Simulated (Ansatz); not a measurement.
# CsLiCr2Te2S3 (C2/m) in Ansatz: band structure with RPBE

Aim: the band structure of CsLiCr2Te2S3 with RPBE.

Everything below comes from runs of Ansatz 0.2.0. Logs are shortened: lines on timing, memory, paths and dates and some standing lists are left out, and cuts for length are marked.

**1. The structure**

It takes space group C2/m (No. 12, monoclinic). Conventional cell: a = 14.579 Å, b = 4.209 Å, c = 7.709 Å, α = 90.00°, β = 109.04°, γ = 90.00°. Cs (site symmetry 2/m) has 6 S at 3.84 to 3.85 Å and 6 Te at 4.08 to 4.23 Å and 2 Cs at 4.21 Å and 2 Cr at 4.27 Å and 4 Li at 4.39 Å as nearest neighbours. Around Li (site symmetry 2/m) lie 2 S at 2.10 Å. Cr (site symmetry m) has 4 S at 2.33 to 2.46 Å as nearest neighbours. Around Te (site symmetry m) lie 2 Cr at 2.84 Å and 1 Li at 3.10 Å and 1 S at 3.19 Å. S (site symmetry m) has 3 Cr at 2.33 to 2.46 Å as nearest neighbours. S (site symmetry 2/m) is surrounded by 2 Li at 2.10 Å and 2 Cr at 2.38 Å.

The cell was built by a generator and needn't be a form met in nature.

**2. Band structure, RPBE, collinear spin, ferromagnetic start**

Input file input.yaml:

```yaml
crystal:
  lattice:
    - [7.28959, -2.10433, 0.01772]
    - [7.28959, 2.10433, 0.01772]
    - [-2.53315, 0.0, 7.281]
  atoms:
    - { symbol: Cs, position: [0.5, 0.5, 0.0] }
    - { symbol: Li, position: [0.0, 0.0, 0.5] }
    - { symbol: Cr, position: [0.3287, 0.3287, 0.433], spin: 3.0 }
    - { symbol: Cr, position: [0.6713, 0.6713, 0.567], spin: 3.0 }
    - { symbol: Te, position: [0.80672, 0.80672, 0.17427] }
    - { symbol: Te, position: [0.19328, 0.19328, 0.82573] }
    - { symbol: S, position: [0.16358, 0.16358, 0.39713] }
    - { symbol: S, position: [0.83642, 0.83642, 0.60287] }
    - { symbol: S, position: [0.5, 0.5, 0.5] }
hamiltonian:
  xc: rpbe
  pseudopotentials: { kind: paw }
magnetization:
  spin_polarized: true
kpoints:
  mp_grid: { grid: [7, 7, 4] }
  band_path:
    path:
      - [[0.0, 0.0, 0.0], [0.5, 0.5, 1.0], [-1.0782176501, -1.0782176501, 2.2171354669], [0.5, 0.5, 0.5], [0.2877035459, 0.7122964541, 0.5]]
      - [[-0.2877035459, 0.2877035459, -0.5], [0.0, 0.0, -0.5], [2.0782176501, 2.0782176501, -1.2171354669]]
      - [[0.5, 0.5, 1.0], [0.3854813254, 0.6145186746, 1.0]]
      - [[-0.3854813254, 0.3854813254, 0.0], [0.0, 0.0, 0.0], [0.0, 0.5, 0.5]]
      - [[0.0, 0.5, 0.0], [0.0, 0.0, 0.0]]
    npoints: 10
scf:
  occupations: { method: fermi_dirac, width: 0.05 }
  n_extra_bands: 22
output:
  forces: true
  stress: true
  eigenvalues: true
  fatbands: false
```

Potentials or basis: Ansatz PAW.

Run with:

```bash
ansatz run input.yaml --threads 8 --pin off --max-ram 20480MiB --backend cpu --events-out ev --progress --plain --runs-dir out
```

Log:

```text
Warning: RAYON_NUM_THREADS=8 ignored (pool sized by the plan → 8); use --threads N
scf.n_extra_bands = 22 over 45 filled bands (N_el = 90.0): the run solves 67 bands
Engine: ansatz 0.2.0, aarch64-unknown-linux-gnu
Pseudopotentials: kind: paw
Pseudopotential: Cs, paw, valence charge 9, recommended cutoff 420 eV (normal), Cs.paw.azcp
Pseudopotential: Li, paw, valence charge 3, recommended cutoff 420 eV (normal), Li.paw.azcp
Pseudopotential: Cr, paw, valence charge 14, recommended cutoff 420 eV (normal), Cr.paw.azcp
Pseudopotential: Te, paw, valence charge 16, recommended cutoff 420 eV (normal), Te.paw.azcp
Pseudopotential: S, paw, valence charge 6, recommended cutoff 420 eV (normal), S.paw.azcp
Functional definition: RPBE
  parameter kappa = 0.804
  parameter beta = 0.06672455060314922
  exchange = rpbe_x(kappa = kappa, mu = beta*pi^2/3)
  correlation = pbe_c(beta = beta)
Crystal: 9 atoms, lattice volume = 223.566 Å³
Basis set: ecut = 420 eV, 4341 PW (Γ), exchange–correlation on 108×108×108 points (8 copies of the dense FFT grid, shifted against one another)
Bands: 67, of which v1, the nominal top of the filled ones, is band 45 counted from 1 (44 counted from 0)
Symmetry: 4 space group operations
Space group: C2/m (ITA 12), of the structure as read, at distance tolerance 6.1e-5 Å
Magnetic group: BNS 12.58 (UNI 65), of the structure as read, at distance tolerance 6.1e-5 Å
k-points: 60 of 196
Non-local potential: Cs, projectors of the file, l = 0: 3, l = 1: 2, l = 2: 2, l = 3: 2
Non-local potential: Li, projectors of the file, l = 0: 3, l = 1: 2, l = 2: 1
Non-local potential: Cr, projectors of the file, l = 0: 3, l = 1: 2, l = 2: 3, l = 3: 1
Non-local potential: Te, projectors of the file, l = 0: 2, l = 1: 2, l = 2: 2, l = 3: 2
Non-local potential: S, projectors of the file, l = 0: 2, l = 1: 2, l = 2: 2
PAW form: soft (Blöchl's): semilocal exchange-correlation on the pseudo side does not see the compensation charge
PAW frozen core: Cs, regenerated for the run's functional, and the local potential with it (the file was generated under x = pbe(κ = 0.804, μ = 0.2195149727645171), c = pbe(β = 0.06672455060314922))
PAW frozen core: Cr, regenerated for the run's functional, and the local potential with it (the file was generated under x = pbe(κ = 0.804, μ = 0.2195149727645171), c = pbe(β = 0.06672455060314922))
PAW frozen core: Te, regenerated for the run's functional, and the local potential with it (the file was generated under x = pbe(κ = 0.804, μ = 0.2195149727645171), c = pbe(β = 0.06672455060314922))
PAW frozen core: S, regenerated for the run's functional, and the local potential with it (the file was generated under x = pbe(κ = 0.804, μ = 0.2195149727645171), c = pbe(β = 0.06672455060314922))
PAW one-centre angular grid: Cs, 194 points (default); XC on 64 Gauss nodes
PAW one-centre angular grid: Li, 110 points (default); XC on 64 Gauss nodes
PAW one-centre angular grid: Cr, 590 points (default); XC on 64 Gauss nodes
PAW one-centre angular grid: Te, 590 points (default); XC on 64 Gauss nodes
PAW one-centre angular grid: S, 110 points (default); XC on 64 Gauss nodes
[... 18 lines left out ...]
SCF iter  11: F=—  HF=-29349.976505 eV  |F-HF|=—  |Δ(HF+E_count)|=   8.22e-5  Δρ=5.36e-5 (↑5.36e-5 ↓3.92e-5)  dr2=8.43e-5  dr2_m=6.41e-7  M=5.268 μB ∫|m|=7.140 μB  β_m=0.91  ethr=7.03e-7  ⟨swp⟩=2.0  Hψ=10420  notcnv=0  defer=1559
SCF iter  12: F=—  HF=-29349.976468 eV  |F-HF|=—  |Δ(HF+E_count)|=   3.71e-5  Δρ=3.77e-5 (↑3.77e-5 ↓2.29e-5)  dr2=2.04e-5  dr2_m=2.05e-7  M=5.267 μB ∫|m|=7.141 μB  β_m=0.95  ethr=9.37e-8  ⟨swp⟩=2.1  Hψ=12129  notcnv=0  defer=1559
SCF iter  13: F=—  HF=-29349.976471 eV  |F-HF|=—  |Δ(HF+E_count)|=   2.69e-6  Δρ=1.99e-5 (↑1.99e-5 ↓1.08e-5)  dr2=4.08e-6  dr2_m=1.62e-7  M=5.266 μB ∫|m|=7.140 μB  β_m=0.98  ethr=2.27e-8  ⟨swp⟩=2.0  Hψ=10021  notcnv=0  defer=1559
SCF iter  14: F=—  HF=-29349.976472 eV  |F-HF|=—  |Δ(HF+E_count)|=   9.07e-7  Δρ=1.16e-5 (↑1.16e-5 ↓5.56e-6)  dr2=1.09e-6  dr2_m=2.82e-8  M=5.266 μB ∫|m|=7.140 μB  β_m=0.99  ethr=4.53e-9  ⟨swp⟩=2.1  Hψ=10566  notcnv=0  defer=1559
SCF iter  15: F=—  HF=-29349.976472 eV  |F-HF|=—  |Δ(HF+E_count)|=   2.30e-7  Δρ=5.25e-6 (↑5.25e-6 ↓2.43e-6)  dr2=2.68e-7  dr2_m=1.31e-8  M=5.266 μB ∫|m|=7.140 μB  β_m=0.99  ethr=1.21e-9  ⟨swp⟩=2.0  Hψ=10329  notcnv=0  defer=1559
SCF iter  16: F=—  HF=-29349.976472 eV  |F-HF|=—  |Δ(HF+E_count)|=   6.74e-8  Δρ=4.50e-6 (↑4.50e-6 ↓1.22e-6)  dr2=1.16e-7  dr2_m=8.17e-9  M=5.266 μB ∫|m|=7.140 μB  β_m=1.00  ethr=2.98e-10  ⟨swp⟩=2.0  Hψ=10320  notcnv=0  defer=1559
SCF iter  17: F=—  HF=-29349.976472 eV  |F-HF|=—  |Δ(HF+E_count)|=   3.70e-9  Δρ=9.31e-7 (↑9.31e-7 ↓4.39e-7)  dr2=5.53e-9  dr2_m=2.03e-10  M=5.266 μB ∫|m|=7.140 μB  β_m=1.00  ethr=1.29e-10  ⟨swp⟩=2.2  Hψ=10164  notcnv=0  defer=1559
SCF iter  18: F=-29349.976472 eV  HF=-29349.976472 eV  |F-HF|=3.35e-9  |Δ(HF+E_count)|=   1.59e-9  Δρ=7.91e-7 (↑7.91e-7 ↓2.79e-7)  dr2=4.24e-9  dr2_m=1.79e-10  M=5.266 μB ∫|m|=7.140 μB  ethr=6.14e-12  ⟨swp⟩=11.9  Hψ=44388  notcnv=0
SCF 1 converged in 18 iterations: F = -29349.976472 eV  dr2 = 4.24e-9
NSCF: frozen V_eff on 105 k-points
SCF converged after 18 iterations
Magnetization: 5.2662 μB (47.6331 up, 42.3669 down)
Absolute magnetization: 7.1435 μB (∫|ρ↑−ρ↓|, with the PAW one-centre terms)
Spin contamination: 0.6423 ħ² per cell (⟨S²⟩ above its minimum at these occupations)
Per-site moments (μB) at R_I (Å): [(0.0004849942935045288, 1.5828311309923833), (0.004740489231149724, 0.868036125), (2.632147634477164, 0.9618631007958816), (2.632147634477163, 0.9618631007958816), (-0.1434624393481019, 1.1734218254172635), (-0.1434624393481022, 1.1734218254172635), (-0.14635182464190394, 0.9618631007958816), (-0.14635182464190422, 0.9618631007958816), (-0.03322677170352918, 0.868036125)]
Free energy (F): -29349.976472 eV
Harris-Foulkes:  -29349.976472 eV  (|F-HF|=3.35e-9)
Internal energy: -29349.941698 eV  (E = F + TS)
E sigma→0 (E₀):  -29349.959085 eV
Entropy (-TS):   -0.034774 eV (-3.864 meV/atom)
Fermi energy:    7.284647 eV
--- Per-component energies (eV) ---
  E_band       = -1244.554570
  E_kinetic    = 1529.547150
  E_local      = -9033.839874  (includes V_loc(G=0)·N_el)
  E_nonlocal   = -379.501846
  E_hartree    = 4446.673733
  E_xc         = -1004.851423
  E_vxc        = -964.377127  (∫ρ·V_xc dr)
  E_paw        = -18654.203353  (= ΣΔE_a)
  E_vpaw       = -1289.734068  (= ΣTr[D̂ρ^β])
  E_aug_tail   = 0.000427  (compensation charges beyond the density's cutoff)
  E_ewald      = -6253.424587
  E_core_change = -0.341925  (= ΣΔE_core)
  E_smearing   = -0.034774  (= −TS)
  E_closure    = -0.000000  (closes the sum)
  Σ components = -29349.976472   (vs F -29349.976472, Δ=0.00e0)
--- Forces (eV/Å), atoms counted from 1 ---
  atom   1  Cs     0.00000000     0.00000000     0.00000000
  atom   2  Li     0.00000000     0.00000000     0.00000000
  atom   3  Cr    -0.01701334     0.00000000    -0.05477710
  atom   4  Cr     0.01701334     0.00000000     0.05477710
  atom   5  Te     0.02916390     0.00000000    -0.05465548
  atom   6  Te    -0.02916390     0.00000000     0.05465548
  atom   7  S     -0.07196928     0.00000000    -0.11729224
  atom   8  S      0.07196928     0.00000000     0.11729224
  atom   9  S      0.00000000     0.00000000     0.00000000
  max |Σ_I F_I| component: 1.39e-17 eV/Å
--- Stress (GPa, compression-positive) ---
        2.152015       0.000000       0.028601
        0.000000       2.218368       0.000000
        0.028601       0.000000       1.807016
  P = ⅓ Tr σ = 2.0591 GPa (20.591 kbar)
--- Band table (eV; the first three rows and the last of 120) ---
  k-point 0 ↑: bands = ["-65.5356", "-65.5347", "-37.9397", "-36.8576", "-36.8536", "-36.8205", "-36.8151", "-36.8107", "-36.8049", "-28.9340", "-28.9313", "-28.9300", "-28.9109", "-28.8495", "-28.8466", "-28.7700", "-28.7684", "-28.7628", "-28.7583", "-14.2545", "-6.0520", "-4.9017", "-4.6726", "-3.3538", "-2.5896", "-1.1224", "-1.0569", "-0.8509", "2.3201", "3.0687", "3.1530", "3.2145", "3.4106", "3.5823", "4.3327", "4.5081", "5.3455", "5.7310", "5.7653", "5.7890", "6.1167", "6.3086", "6.3871", "6.6715", "6.7483", "6.9559", "7.0924", "7.4107", "8.3252", "8.5042", "8.6979", "9.5187", "9.5586", "10.7928", "11.6659", "12.1180", "12.1499", "12.3304", "12.6875", "13.1024", "13.2955", "13.3802", "14.1759", "14.3688", "14.5746", "14.5935", "15.3392"]
  k-point 1 ↑: bands = ["-65.5356", "-65.5347", "-37.9397", "-36.8576", "-36.8536", "-36.8205", "-36.8151", "-36.8107", "-36.8049", "-28.9340", "-28.9313", "-28.9300", "-28.9110", "-28.8495", "-28.8466", "-28.7700", "-28.7684", "-28.7628", "-28.7583", "-14.2544", "-6.0465", "-4.8939", "-4.6763", "-3.5054", "-2.4011", "-1.1102", "-1.0603", "-0.8507", "2.1724", "3.1560", "3.2188", "3.2815", "3.4850", "3.5762", "4.0342", "4.4426", "5.4989", "5.5211", "5.8608", "5.8652", "6.1668", "6.2699", "6.5454", "6.6659", "6.8157", "6.8866", "6.9554", "7.4402", "8.1184", "8.3604", "8.7548", "9.2287", "9.6368", "11.0196", "11.7825", "12.1894", "12.3614", "12.5398", "12.9613", "13.4284", "13.7173", "13.9546", "14.1077", "14.2887", "14.5121", "14.7388", "15.2046"]
  k-point 2 ↑: bands = ["-65.5356", "-65.5347", "-37.9397", "-36.8576", "-36.8536", "-36.8205", "-36.8151", "-36.8107", "-36.8049", "-28.9340", "-28.9313", "-28.9300", "-28.9110", "-28.8495", "-28.8466", "-28.7700", "-28.7684", "-28.7628", "-28.7583", "-14.2543", "-6.0409", "-4.8867", "-4.6799", "-3.6153", "-2.2597", "-1.0988", "-1.0512", "-0.8506", "2.0597", "3.2052", "3.2232", "3.2846", "3.5699", "3.7421", "3.7490", "4.3902", "5.3720", "5.6047", "5.8953", "6.1571", "6.1735", "6.2478", "6.3525", "6.6571", "6.6782", "7.0154", "7.0517", "7.4232", "7.7840", "8.3164", "8.7717", "9.0128", "9.7450", "11.2390", "11.9180", "12.2764", "12.6080", "12.7087", "13.5717", "13.8274", "13.8810", "13.9794", "14.3360", "14.5263", "14.5600", "14.8659", "14.9756"]
  k-point 59 ↓: bands = ["-62.5813", "-62.5803", "-37.9338", "-33.9818", "-33.9759", "-33.9471", "-33.9415", "-33.7731", "-33.7694", "-28.9676", "-28.9635", "-28.9623", "-28.9464", "-28.8696", "-28.8680", "-28.7971", "-28.7962", "-28.7850", "-28.7812", "-14.2438", "-5.8973", "-5.3128", "-4.7367", "-3.6328", "-2.4865", "-1.0516", "-0.9875", "-0.9793", "3.0410", "3.1240", "3.3776", "3.4398", "4.1300", "4.1357", "4.1537", "4.9365", "5.2042", "5.2429", "5.6572", "5.9183", "6.3692", "7.3200", "7.7890", "8.9381", "9.2607", "9.3458", "9.4136", "9.5473", "9.6293", "9.9533", "9.9850", "10.2666", "10.8488", "11.4763", "12.3706", "12.6680", "12.7452", "13.1883", "13.4417", "13.5798", "14.3090", "14.4144", "14.4825", "14.8157", "14.8621", "14.9263", "15.1367"]
```

Wall time 37 s (8 threads of Arm Neoverse V2, shared host); peak memory 1.9 GiB.

Results:

| Property | Result |
| --- | --- |
| Free energy | -29349.9765 eV |
| Pressure | 2.1 GPa |
| Largest force | 0.138 eV/Å |
| Band gap on the k mesh | none (metal or under the smearing width) |
| Net moment | 5.27 μB per cell |
| Absolute moment | 7.14 μB per cell |
| Site moments | Cs +0.00; Li +0.00; Cr +2.63; Te -0.14; S -0.15, -0.03 μB |

Forces in eV/Å, atoms in the order of the input:
```
Cs   0.000  0.000  0.000
Li   0.000  0.000  0.000
Cr  -0.017  0.000 -0.055
Cr   0.017  0.000  0.055
Te   0.029  0.000 -0.055
Te  -0.029  0.000  0.055
S   -0.072  0.000 -0.117
S    0.072  0.000  0.117
S    0.000  0.000  0.000
```

Levels at the corners of the path, in eV from the Fermi level:
Spin up:
| point | band 45 | band 46 | band 47 | band 48 | band 49 | band 50 |
| --- | --- | --- | --- | --- | --- | --- |
| Γ | -0.54 | -0.33 | -0.19 | 0.13 | 1.04 | 1.22 |
| Y | -0.47 | -0.32 | -0.08 | 0.28 | 1.00 | 1.47 |
| F | -0.43 | -0.35 | -0.34 | 0.18 | 0.95 | 1.10 |
| L | -0.38 | -0.30 | -0.22 | 0.35 | 1.02 | 1.21 |
| I | -0.86 | -0.52 | -0.46 | -0.07 | -0.02 | 0.95 |
| I1 | -0.86 | -0.52 | -0.46 | -0.07 | -0.02 | 0.95 |
| Z | -0.61 | -0.27 | -0.23 | 0.14 | 0.50 | 1.03 |
| F1 | -0.43 | -0.35 | -0.34 | 0.18 | 0.95 | 1.10 |
| Y | -0.47 | -0.32 | -0.08 | 0.28 | 1.00 | 1.47 |
| X1 | -0.82 | -0.32 | -0.17 | 0.03 | 0.37 | 1.21 |
| X | -0.82 | -0.32 | -0.17 | 0.03 | 0.37 | 1.21 |
| Γ | -0.54 | -0.33 | -0.19 | 0.13 | 1.04 | 1.22 |
| N | -0.77 | -0.50 | -0.42 | -0.26 | 0.13 | 1.13 |
| M | -0.82 | -0.52 | -0.49 | -0.36 | -0.01 | 1.14 |
| Γ | -0.54 | -0.33 | -0.19 | 0.13 | 1.04 | 1.22 |
Spin down:
| point | band 39 | band 40 | band 41 | band 42 | band 43 | band 44 | band 45 | band 46 |
| --- | --- | --- | --- | --- | --- | --- | --- | --- |
| Γ | -0.96 | -0.92 | -0.70 | -0.10 | 0.81 | 1.15 | 1.60 | 1.81 |
| Y | -1.34 | -1.15 | -0.47 | -0.14 | 0.51 | 1.53 | 1.85 | 1.91 |
| F | -1.22 | -1.02 | -0.35 | -0.26 | 0.70 | 1.20 | 1.64 | 1.78 |
| L | -1.57 | -1.42 | -0.59 | 0.03 | 0.79 | 1.67 | 1.90 | 1.93 |
| I | -1.71 | -1.18 | -0.81 | -0.34 | -0.29 | 1.51 | 1.64 | 1.78 |
| I1 | -1.71 | -1.18 | -0.81 | -0.34 | -0.29 | 1.51 | 1.64 | 1.78 |
| Z | -1.05 | -0.95 | -0.69 | -0.07 | 0.40 | 1.17 | 1.67 | 1.78 |
| F1 | -1.22 | -1.02 | -0.35 | -0.26 | 0.70 | 1.20 | 1.64 | 1.78 |
| Y | -1.34 | -1.15 | -0.47 | -0.14 | 0.51 | 1.53 | 1.85 | 1.91 |
| X1 | -1.77 | -0.80 | -0.68 | -0.27 | 0.19 | 1.47 | 1.89 | 2.05 |
| X | -1.77 | -0.80 | -0.68 | -0.27 | 0.19 | 1.47 | 1.89 | 2.05 |
| Γ | -0.96 | -0.92 | -0.70 | -0.10 | 0.81 | 1.15 | 1.60 | 1.81 |
| N | -1.64 | -1.07 | -1.02 | -0.51 | 0.04 | 1.52 | 1.66 | 1.71 |
| M | -1.30 | -1.28 | -0.73 | -0.68 | -0.28 | 1.39 | 1.68 | 1.74 |
| Γ | -0.96 | -0.92 | -0.70 | -0.10 | 0.81 | 1.15 | 1.60 | 1.81 |

Caveat: spin-orbit coupling is left out, which moves the levels of the heavy elements; only a ferromagnetic start was run, and an antiferromagnetic order may lie lower in energy; the PAW data sets come from PBE, with cores solved anew for the run's functional, which leaves a small shift of forces and pressure.
